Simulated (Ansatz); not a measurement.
# C2H9NSi2: rotation by 120° about the C1–Si2 bond, part 2 of 2

How high is the barrier for the rotation by 120° about the C1–Si2 bond? Relax the two ends, then run a nudged elastic band between them. SMILES of the start: C[SiH2][SiH]1CN1.

Ansatz 0.2.0; RKS B3LYP/def2-SVP. Earlier steps stand in the parts before.

### 6 The band

crystal.atoms is end A as relaxed above, and neb.final_atoms is end B, turned to lie on A. With 9 inner images the band has 11 in all.

Input file input.yaml:

```yaml
crystal:
  periodic: [false, false, false]
  atoms:
    - { symbol: C, position_ang: [-2.333036, -0.353743, -0.864686] }
    - { symbol: Si, position_ang: [-0.629158, -1.071147, -0.451853] }
    - { symbol: Si, position_ang: [0.561447, 0.22082, 1.097585] }
    - { symbol: C, position_ang: [1.833914, 1.405806, 0.414206] }
    - { symbol: "N", position_ang: [2.326275, 0.190758, 1.102165] }
    - { symbol: H, position_ang: [-2.84652, -0.986225, -1.606694] }
    - { symbol: H, position_ang: [-2.968058, -0.30161, 0.034114] }
    - { symbol: H, position_ang: [-2.244082, 0.662066, -1.280851] }
    - { symbol: H, position_ang: [0.223222, -1.135091, -1.680465] }
    - { symbol: H, position_ang: [-0.785124, -2.467649, 0.061921] }
    - { symbol: H, position_ang: [-0.051889, 0.44294, 2.43554] }
    - { symbol: H, position_ang: [1.949629, 1.465658, -0.679104] }
    - { symbol: H, position_ang: [2.080783, 2.352068, 0.915999] }
    - { symbol: H, position_ang: [2.869496, -0.45385, 0.530722] }
basis:
  gaussian: { orbitals: def2-SVP }
hamiltonian:
  xc: b3lyp
neb:
  order_check: false
  images: 9
  f_tol: 0.05
  max_iterations: 52
  initial_path: idpp
  final_atoms:
    - { symbol: C, position_ang: [-2.33019896, -0.34469769, -0.88066522] }
    - { symbol: Si, position_ang: [-0.60111064, -1.04167662, -0.54331684] }
    - { symbol: Si, position_ang: [0.56120581, 0.14346659, 1.10989493] }
    - { symbol: C, position_ang: [1.80048815, 1.41556719, 0.52914184] }
    - { symbol: "N", position_ang: [2.32677985, 0.15799315, 1.10679655] }
    - { symbol: H, position_ang: [-2.95846838, -0.39242391, 0.02328645] }
    - { symbol: H, position_ang: [-2.27714906, 0.70623159, -1.20636259] }
    - { symbol: H, position_ang: [-2.83059484, -0.9256892, -1.67209533] }
    - { symbol: H, position_ang: [0.24153479, -0.97044938, -1.77793246] }
    - { symbol: H, position_ang: [-0.71001707, -2.48266894, -0.15673602] }
    - { symbol: H, position_ang: [-0.05093282, 0.23263441, 2.46348608] }
    - { symbol: H, position_ang: [1.90849842, 1.5729034, -0.55507938] }
    - { symbol: H, position_ang: [2.02662454, 2.32053362, 1.11033706] }
    - { symbol: H, position_ang: [2.88023919, -0.42092321, 0.47784394] }
```

Started as:

```console
> ansatz run input.yaml --threads 2 --pin off --max-ram 3072MiB --backend cpu --events-out ev --progress --plain --runs-dir out
```

What it wrote (excerpt; [...] marks lines left out):

```text
Warning: RAYON_NUM_THREADS=2 ignored (pool sized by the plan → 2); use --threads N
[...]
Functional definition: B3LYP
[...]
1328 factors; integrals over basis functions are off by at most 4.4e-4 eV
[...]
mean field -19458.59571317 eV, -715.0902029492 hartree, gradient 3.9e-5 eV, S^2 0.000000; 0 other end points of the search recorded, 0 dependent functions left out
[...]
reference -19458.59600864 eV, -715.0902138073 hartree; 28, 28 occupied and 95, 95 virtual orbitals, 1328 factors
1328 factors; integrals over basis functions are off by at most 1.2e-3 eV
[...]
mean field -19458.59568666 eV, -715.0902019749 hartree, gradient 3.7e-5 eV, S^2 0.000000; 0 other end points of the search recorded, 0 dependent functions left out
[...]
reference -19458.59598259 eV, -715.0902128500 hartree; 28, 28 occupied and 95, 95 virtual orbitals, 1328 factors
[...]
mean field -19458.52542926 eV, -715.0876200632 hartree, gradient 4.4e-5 eV, S^2 0.000000; 0 other end points of the search recorded, 0 dependent functions left out
[...]
reference -19458.52572555 eV, -715.0876309517 hartree; 28, 28 occupied and 95, 95 virtual orbitals, 1328 factors
[...]
1328 factors; integrals over basis functions are off by at most 6.6e-4 eV
mean field -19458.53254812 eV, -715.0878816764 hartree, gradient 4.4e-5 eV, S^2 0.000000; 0 other end points of the search recorded, 0 dependent functions left out
[...]
reference -19458.53284504 eV, -715.0878925881 hartree; 28, 28 occupied and 95, 95 virtual orbitals, 1328 factors
[...]
1328 factors; integrals over basis functions are off by at most 9.0e-4 eV
mean field -19458.55062270 eV, -715.0885459050 hartree, gradient 4.3e-5 eV, S^2 0.000000; 0 other end points of the search recorded, 0 dependent functions left out
[...]
reference -19458.55092000 eV, -715.0885568304 hartree; 28, 28 occupied and 95, 95 virtual orbitals, 1328 factors
[...]
1328 factors; integrals over basis functions are off by at most 8.0e-4 eV
```

### 7 The log goes on: band between the two ends

The log, continued (excerpt; [...] marks lines left out):

```text
mean field -19458.57223053 eV, -715.0893399779 hartree, gradient 4.4e-5 eV, S^2 0.000000; 0 other end points of the search recorded, 0 dependent functions left out
[...]
reference -19458.57252676 eV, -715.0893508644 hartree; 28, 28 occupied and 95, 95 virtual orbitals, 1328 factors
[...]
1328 factors; integrals over basis functions are off by at most 7.1e-4 eV
mean field -19458.58920488 eV, -715.0899637739 hartree, gradient 4.4e-5 eV, S^2 0.000000; 0 other end points of the search recorded, 0 dependent functions left out
[...]
reference -19458.58950141 eV, -715.0899746711 hartree; 28, 28 occupied and 95, 95 virtual orbitals, 1328 factors
NEB iter   2: max|band force component| = 1.710e-1 eV/Å  barrier→ = 0.0703 eV  barrier← = 0.0703 eV  CI = image 5  Δτ_max = 0.0240 Å  (233 SCF iters)
[...]
Atom 5 at    -3.030487    -1.011559    -1.084972 Å, force    -0.009543     0.012845     0.000826 eV/Å
Atom 6 at    -2.547619     0.552582    -0.381553 Å, force    -0.010391    -0.007076    -0.010674 eV/Å
Atom 7 at    -2.256155     0.226199    -2.105645 Å, force    -0.013411     0.005458     0.001794 eV/Å
Atom 8 at     0.400490    -0.750374    -1.848194 Å, force     0.005414     0.005836     0.002802 eV/Å
Atom 9 at    -0.658783    -2.442183    -0.506001 Å, force    -0.006759    -0.009096    -0.008687 eV/Å
Atom 10 at    -0.245199    -0.070601     2.466166 Å, force    -0.004405    -0.005548    -0.002741 eV/Å
Atom 11 at     1.931832     1.626439    -0.202514 Å, force    -0.001885     0.001605    -0.000428 eV/Å
Atom 12 at     1.913165     2.161124     1.546995 Å, force     0.001017     0.000395     0.000611 eV/Å
Atom 13 at     2.839743    -0.481640     0.651260 Å, force    -0.002642    -0.000189     0.003912 eV/Å
Dipole moment:    -0.254828     0.009714    -0.307091 e Å
this run last wrote the band of iteration 3 to <dir>
```

It took 2.1 min on 2 threads of Arm Neoverse V1, shared host; peak memory 0.29 GiB.

### 8 What the band shows

The 9 inner images lie between the fixed ends 0 and 10. Energy is taken from image 0, and the path length is the program's own coordinate along the band.

| image | path (Å) | energy (eV) | dihedral H8–C1–Si2–Si3 (°) | band force (eV/Å) |
| --- | --- | --- | --- | --- |
| 0 | 0.000 | 0.0000 | 59 | - |
| 1 | 0.358 | 0.0062 | 71 | 0.022 |
| 2 | 0.715 | 0.0229 | 83 | 0.030 |
| 3 | 1.073 | 0.0444 | 95 | 0.029 |
| 4 | 1.430 | 0.0625 | 107 | 0.028 |
| 5* | 1.788 | 0.0696 | 119 | 0.030 |
| 6 | 2.147 | 0.0625 | 132 | 0.030 |
| 7 | 2.506 | 0.0442 | 144 | 0.031 |
| 8 | 2.866 | 0.0227 | 156 | 0.030 |
| 9 | 3.225 | 0.0062 | 168 | 0.025 |
| 10 | 3.585 | 0.0000 | 179 | - |

The star marks the climbing image.

image, energy (eV) and a bar:
```
        0      0.000 
        1      0.006 ###
        2      0.023 ##########
        3      0.044 ###################
        4      0.063 ###########################
        5      0.070 ##############################
        6      0.062 ###########################
        7      0.044 ###################
        8      0.023 ##########
        9      0.006 ###
       10      0.000
```

The top of the band by iteration:

```csv
iteration,highest image above image 0 (eV),largest band force (eV/Å)
1,0.0778,0.429
2,0.0703,0.171
3,0.0696,0.031
```

The band as a trajectory file:

```xyz
14
image=0 dE=0.0000
C    -2.333   -0.354   -0.865
Si   -0.629   -1.071   -0.452
Si    0.561    0.221    1.098
C     1.834    1.406    0.414
N     2.326    0.191    1.102
H    -2.847   -0.986   -1.607
H    -2.968   -0.302    0.034
H    -2.244    0.662   -1.281
H     0.223   -1.135   -1.680
H    -0.785   -2.468    0.062
H    -0.052    0.443    2.436
H     1.950    1.466   -0.679
H     2.081    2.352    0.916
H     2.869   -0.454    0.531
14
image=1 dE=0.0062
C    -2.319   -0.333   -0.913
Si   -0.617   -1.060   -0.507
Si    0.544    0.183    1.105
C     1.821    1.406    0.503
N     2.308    0.160    1.137
H    -2.901   -1.042   -1.522
H    -2.892   -0.122    0.004
H    -2.216    0.606   -1.478
H     0.246   -1.090   -1.730
H    -0.769   -2.469   -0.030
H    -0.092    0.338    2.442
H     1.956    1.522   -0.583
H     2.055    2.326    1.057
H     2.864   -0.454    0.543
14
image=2 dE=0.0229
C    -2.306   -0.310   -0.961
Si   -0.603   -1.042   -0.561
Si    0.528    0.141    1.116
C     1.806    1.398    0.591
N     2.292    0.127    1.175
H    -2.952   -1.073   -1.424
H    -2.812    0.059   -0.055
H    -2.208    0.532   -1.664
H     0.276   -1.027   -1.772
H    -0.747   -2.468   -0.132
H    -0.130    0.232    2.448
H     1.957    1.564   -0.487
H     2.024    2.293    1.190
H     2.861   -0.455    0.564
14
image=3 dE=0.0444
C    -2.293   -0.284   -1.009
Si   -0.586   -1.019   -0.612
Si    0.512    0.096    1.131
C     1.788    1.382    0.676
N     2.274    0.092    1.216
H    -2.993   -1.078   -1.315
H    -2.727    0.235   -0.140
H    -2.215    0.442   -1.833
H     0.313   -0.946   -1.806
H    -0.720   -2.464   -0.248
H    -0.167    0.130    2.455
H     1.953    1.593   -0.392
H     1.991    2.254    1.314
H     2.857   -0.461    0.591
14
image=4 dE=0.0625
C    -2.277   -0.257   -1.056
Si   -0.567   -0.993   -0.661
Si    0.494    0.050    1.148
C     1.766    1.361    0.760
N     2.254    0.055    1.258
H    -3.019   -1.057   -1.200
H    -2.639    0.400   -0.250
H    -2.232    0.339   -1.981
H     0.356   -0.852   -1.830
H    -0.691   -2.456   -0.374
H    -0.206    0.029    2.462
H     1.945    1.612   -0.297
H     1.954    2.210    1.432
H     2.850   -0.470    0.620
14
image=5 dE=0.0696
C    -2.258   -0.228   -1.102
Si   -0.547   -0.965   -0.710
Si    0.472    0.002    1.164
C     1.741    1.336    0.842
N     2.231    0.016    1.299
H    -3.030   -1.012   -1.085
H    -2.548    0.553   -0.382
H    -2.256    0.226   -2.106
H     0.400   -0.750   -1.848
H    -0.659   -2.442   -0.506
H    -0.245   -0.071    2.466
H     1.932    1.626   -0.203
H     1.913    2.161    1.547
H     2.840   -0.482    0.651
14
image=6 dE=0.0625
C    -2.236   -0.198   -1.148
Si   -0.526   -0.935   -0.757
Si    0.451   -0.046    1.178
C     1.713    1.308    0.922
N     2.207   -0.024    1.339
H    -3.028   -0.942   -0.969
H    -2.455    0.689   -0.533
H    -2.287    0.105   -2.205
H     0.444   -0.647   -1.860
H    -0.626   -2.422   -0.638
H    -0.285   -0.171    2.465
H     1.917    1.637   -0.108
H     1.870    2.109    1.659
H     2.829   -0.493    0.683
14
image=7 dE=0.0442
C    -2.213   -0.168   -1.191
Si   -0.504   -0.904   -0.802
Si    0.428   -0.091    1.187
C     1.684    1.280    1.001
N     2.182   -0.063    1.376
H    -3.011   -0.848   -0.856
H    -2.361    0.806   -0.701
H    -2.324   -0.023   -2.277
H     0.482   -0.551   -1.871
H    -0.593   -2.397   -0.761
H    -0.326   -0.271    2.457
H     1.901    1.649   -0.013
H     1.824    2.055    1.769
H     2.817   -0.503    0.711
14
image=8 dE=0.0227
C    -2.188   -0.139   -1.232
Si   -0.482   -0.875   -0.848
Si    0.407   -0.134    1.190
C     1.655    1.253    1.080
N     2.158   -0.101    1.408
H    -2.981   -0.731   -0.750
H    -2.270    0.902   -0.882
H    -2.367   -0.151   -2.319
H     0.515   -0.466   -1.886
H    -0.561   -2.368   -0.872
H    -0.365   -0.371    2.440
H     1.884    1.663    0.084
H     1.776    1.997    1.880
H     2.806   -0.508    0.736
14
image=9 dE=0.0062
C    -2.164   -0.109   -1.272
Si   -0.460   -0.846   -0.893
Si    0.389   -0.175    1.185
C     1.626    1.226    1.159
N     2.136   -0.136    1.436
H    -2.941   -0.590   -0.657
H    -2.185    0.973   -1.073
H    -2.419   -0.272   -2.331
H     0.544   -0.395   -1.906
H    -0.532   -2.339   -0.968
H    -0.401   -0.474    2.410
H     1.869    1.682    0.187
H     1.726    1.934    1.993
H     2.799   -0.509    0.759
14
image=10 dE=0.0000
C    -2.235   -0.218   -1.131
Si   -0.536   -0.956   -0.735
Si    0.456   -0.012    1.166
C     1.727    1.328    0.884
N     2.214    0.003    1.328
H    -2.943   -0.391   -0.304
H    -2.166    0.868   -1.302
H    -2.654   -0.684   -2.037
H     0.415   -0.714   -1.865
H    -0.661   -2.437   -0.562
H    -0.279   -0.111    2.457
H     1.932    1.634   -0.154
H     1.888    2.144    1.603
H     2.830   -0.484    0.679
```

### 9 Frequencies at the highest image

The geometry is the highest inner image of the first converged band.

Input file input.yaml:

```yaml
crystal:
  periodic: [false, false, false]
  atoms:
    - { symbol: C, position_ang: [-2.257742, -0.227558, -1.10241] }
    - { symbol: Si, position_ang: [-0.546944, -0.964703, -0.709855] }
    - { symbol: Si, position_ang: [0.472492, 0.001824, 1.164054] }
    - { symbol: C, position_ang: [1.74071, 1.335702, 0.841967] }
    - { symbol: "N", position_ang: [2.231397, 0.01555, 1.299301] }
    - { symbol: H, position_ang: [-3.030487, -1.011559, -1.084972] }
    - { symbol: H, position_ang: [-2.547619, 0.552582, -0.381553] }
    - { symbol: H, position_ang: [-2.256155, 0.226199, -2.105645] }
    - { symbol: H, position_ang: [0.40049, -0.750374, -1.848194] }
    - { symbol: H, position_ang: [-0.658783, -2.442183, -0.506001] }
    - { symbol: H, position_ang: [-0.245199, -0.070601, 2.466166] }
    - { symbol: H, position_ang: [1.931832, 1.626439, -0.202514] }
    - { symbol: H, position_ang: [1.913165, 2.161124, 1.546995] }
    - { symbol: H, position_ang: [2.839743, -0.48164, 0.65126] }
basis:
  gaussian: { orbitals: def2-SVP }
hamiltonian:
  xc: b3lyp
phonons: {}
```

Started as:

```console
> ansatz run input.yaml --threads 2 --pin off --max-ram 3072MiB --backend cpu --events-out ev --progress --plain --runs-dir out
```

What it wrote (excerpt; [...] marks lines left out):

```text
Warning: RAYON_NUM_THREADS=2 ignored (pool sized by the plan → 2); use --threads N
[...]
[... 1 set-up line as earlier in the session ...]
[...]
1328 factors; integrals over basis functions are off by at most 3.5e-4 eV
[...]
mean field -19458.52609925 eV, -715.0876446847 hartree, gradient 3.9e-5 eV, S^2 0.000000; 0 other end points of the search recorded, 0 dependent functions left out
[...]
reference -19458.52639465 eV, -715.0876555406 hartree; 28, 28 occupied and 95, 95 virtual orbitals, 1328 factors
[...]
1328 factors; integrals over basis functions are off by at most 3.5e-4 eV
mean field -19458.52596250 eV, -715.0876396593 hartree, gradient 1.3e-6 eV, S^2 0.000000; 0 other end points of the search recorded, 0 dependent functions left out
[...]
reference -19458.52625787 eV, -715.0876505141 hartree; 28, 28 occupied and 95, 95 virtual orbitals, 1328 factors
[...]
1328 factors; integrals over basis functions are off by at most 3.5e-4 eV
[...]
WARN: phonons: modes at or below zero, which the zero-point energy, F, S and C_V leave out: 1, the lowest at -164.72 cm⁻¹. A minimum has none, and a first-order saddle one
[...]
Atom 6 at    -2.547619     0.552582    -0.381553 Å, force    -0.010363    -0.007093    -0.010644 eV/Å
Atom 7 at    -2.256155     0.226199    -2.105645 Å, force    -0.013376     0.005490     0.001780 eV/Å
Atom 8 at     0.400490    -0.750374    -1.848194 Å, force     0.005363     0.005790     0.002763 eV/Å
Atom 9 at    -0.658783    -2.442183    -0.506001 Å, force    -0.006752    -0.009091    -0.008680 eV/Å
Atom 10 at    -0.245199    -0.070601     2.466166 Å, force    -0.004417    -0.005551    -0.002729 eV/Å
Atom 11 at     1.931832     1.626439    -0.202514 Å, force    -0.001864     0.001730    -0.000390 eV/Å
Atom 12 at     1.913165     2.161124     1.546995 Å, force     0.000990     0.000379     0.000618 eV/Å
Atom 13 at     2.839743    -0.481640     0.651260 Å, force    -0.002726    -0.000228     0.003865 eV/Å
Dipole moment:    -0.254831     0.009711    -0.307092 e Å
Vibrations: -164.72 40.12 101.62 142.87 212.88 408.06 448.53 505.60 601.66 633.16 673.91 684.67 712.30 741.05 766.71 818.62 857.14 883.33 942.50 990.23 1025.98 1079.60 1228.91 1273.31 1439.52 1440.90 1450.07 2194.79 2196.42 2222.97 3039.01 3054.00 3129.52 3133.42 3135.51 3550.84 cm⁻¹, [...]
```

Wall time 3.6 min (2 threads of Arm Neoverse V1, shared host); peak memory 0.27 GiB.

Of 36 modes, 1 is imaginary by more than 30 cm⁻¹ (165i cm⁻¹).

### 10 The band again, with other settings

crystal.atoms is end A as relaxed above, and neb.final_atoms is end B, turned to lie on A. With 1 inner images the band has 3 in all.

Input file input.yaml:

```yaml
crystal:
  periodic: [false, false, false]
  atoms:
    - { symbol: C, position_ang: [-2.333036, -0.353743, -0.864686] }
    - { symbol: Si, position_ang: [-0.629158, -1.071147, -0.451853] }
    - { symbol: Si, position_ang: [0.561447, 0.22082, 1.097585] }
    - { symbol: C, position_ang: [1.833914, 1.405806, 0.414206] }
    - { symbol: "N", position_ang: [2.326275, 0.190758, 1.102165] }
    - { symbol: H, position_ang: [-2.84652, -0.986225, -1.606694] }
    - { symbol: H, position_ang: [-2.968058, -0.30161, 0.034114] }
    - { symbol: H, position_ang: [-2.244082, 0.662066, -1.280851] }
    - { symbol: H, position_ang: [0.223222, -1.135091, -1.680465] }
    - { symbol: H, position_ang: [-0.785124, -2.467649, 0.061921] }
    - { symbol: H, position_ang: [-0.051889, 0.44294, 2.43554] }
    - { symbol: H, position_ang: [1.949629, 1.465658, -0.679104] }
    - { symbol: H, position_ang: [2.080783, 2.352068, 0.915999] }
    - { symbol: H, position_ang: [2.869496, -0.45385, 0.530722] }
basis:
  gaussian: { orbitals: def2-SVP }
hamiltonian:
  xc: b3lyp
neb:
  order_check: false
  images: 1
  f_tol: 0.05
  max_iterations: 60
  initial_path: idpp
  climbing: false
  final_atoms:
    - { symbol: C, position_ang: [-2.33019896, -0.34469769, -0.88066522] }
    - { symbol: Si, position_ang: [-0.60111064, -1.04167662, -0.54331684] }
    - { symbol: Si, position_ang: [0.56120581, 0.14346659, 1.10989493] }
    - { symbol: C, position_ang: [1.80048815, 1.41556719, 0.52914184] }
    - { symbol: "N", position_ang: [2.32677985, 0.15799315, 1.10679655] }
    - { symbol: H, position_ang: [-2.95846838, -0.39242391, 0.02328645] }
    - { symbol: H, position_ang: [-2.27714906, 0.70623159, -1.20636259] }
    - { symbol: H, position_ang: [-2.83059484, -0.9256892, -1.67209533] }
    - { symbol: H, position_ang: [0.24153479, -0.97044938, -1.77793246] }
    - { symbol: H, position_ang: [-0.71001707, -2.48266894, -0.15673602] }
    - { symbol: H, position_ang: [-0.05093282, 0.23263441, 2.46348608] }
    - { symbol: H, position_ang: [1.90849842, 1.5729034, -0.55507938] }
    - { symbol: H, position_ang: [2.02662454, 2.32053362, 1.11033706] }
    - { symbol: H, position_ang: [2.88023919, -0.42092321, 0.47784394] }
```

Started as:

```console
> ansatz run input.yaml --threads 2 --pin off --max-ram 3072MiB --backend cpu --events-out ev --progress --plain --runs-dir out
```

What it wrote (excerpt; [...] marks lines left out):

```text
Warning: RAYON_NUM_THREADS=2 ignored (pool sized by the plan → 2); use --threads N
[...]
[... 1 set-up line as earlier in the session ...]
[...]
1328 factors; integrals over basis functions are off by at most 4.4e-4 eV
[...]
mean field -19458.59571317 eV, -715.0902029492 hartree, gradient 3.9e-5 eV, S^2 0.000000; 0 other end points of the search recorded, 0 dependent functions left out
[...]
reference -19458.59600864 eV, -715.0902138073 hartree; 28, 28 occupied and 95, 95 virtual orbitals, 1328 factors
1328 factors; integrals over basis functions are off by at most 1.2e-3 eV
[...]
mean field -19458.59568666 eV, -715.0902019749 hartree, gradient 3.7e-5 eV, S^2 0.000000; 0 other end points of the search recorded, 0 dependent functions left out
[...]
reference -19458.59598259 eV, -715.0902128500 hartree; 28, 28 occupied and 95, 95 virtual orbitals, 1328 factors
[...]
Atom 4 at     2.246115     0.031344     1.281894 Å, force     0.009863     0.000516    -0.004788 eV/Å
Atom 5 at    -3.048656    -1.016188    -1.036454 Å, force     0.010206     0.004789    -0.000220 eV/Å
Atom 6 at    -2.553826     0.560692    -0.377947 Å, force     0.007538    -0.007153    -0.006107 eV/Å
Atom 7 at    -2.277688     0.190705    -2.094089 Å, force     0.004226    -0.002241     0.003001 eV/Å
Atom 8 at     0.380886    -0.789168    -1.830733 Å, force    -0.000644    -0.000718     0.003463 eV/Å
Atom 9 at    -0.684079    -2.448422    -0.449722 Å, force     0.005920    -0.000119    -0.003214 eV/Å
Atom 10 at    -0.220830    -0.019363     2.469473 Å, force    -0.000942     0.000969    -0.001472 eV/Å
Atom 11 at     1.942883     1.609337    -0.254026 Å, force    -0.000431     0.000226    -0.000420 eV/Å
Atom 12 at     1.940614     2.183508     1.483126 Å, force     0.001764    -0.000149    -0.000120 eV/Å
Atom 13 at     2.846098    -0.483885     0.640215 Å, force     0.002653     0.000144     0.003829 eV/Å
Dipole moment:    -0.255476     0.005454    -0.303685 e Å
this run last wrote the band of iteration 3 to <dir>
```

It took 21 s on 2 threads of Arm Neoverse V1, shared host; peak memory 0.29 GiB.

### 11 What the band shows

Images 0 and 2 are the ends. Energies count from image 0; the path length is the program's own measure over all atoms.

| image | path (Å) | energy (eV) | dihedral H8–C1–Si2–Si3 (°) | band force (eV/Å) |
| --- | --- | --- | --- | --- |
| 0 | 0.000 | 0.0000 | 59 | - |
| 1 | 1.722 | 0.0694 | 119 | 0.049 |
| 2 | 3.445 | 0.0000 | 179 | - |

image, energy (eV) and a bar:
```
        0      0.000 
        1      0.069 ##############################
        2      0.000
```

### 12 Outcome

What follows sums up all 2 parts.

| quantity | value |
| --- | --- |
| end A | 18 moves, 2.202 eV lower |
| end B | 17 moves, 2.198 eV lower |
| first band: barrier forwards | 0.070 eV |
| first band: barrier backwards | 0.070 eV |
| first band: second end relative to first | 0.000 eV |
| first band: highest image | 5 of 0 to 10, climbing |
| first band: band iterations | 3 |
| imaginary modes at the top | 165i cm⁻¹ |
| second band | top 0.069 eV above image 0, 3 iterations, 1 inner image, none climbing |
| time, first and second band | 2.1 min and 21 s |

In the first band: the barrier from the first end is 0.070 eV, 2.7 times kT at 300 K. The two ends lie within 1 meV of each other. The listed dihedral goes from 59° at end A through 119° at the highest image to 179° at end B. One imaginary mode, as a first-order saddle point has. The second band's top agrees with the first's to 1 meV, so the changed settings hardly move the height. Zero-point energy and entropy are left out.
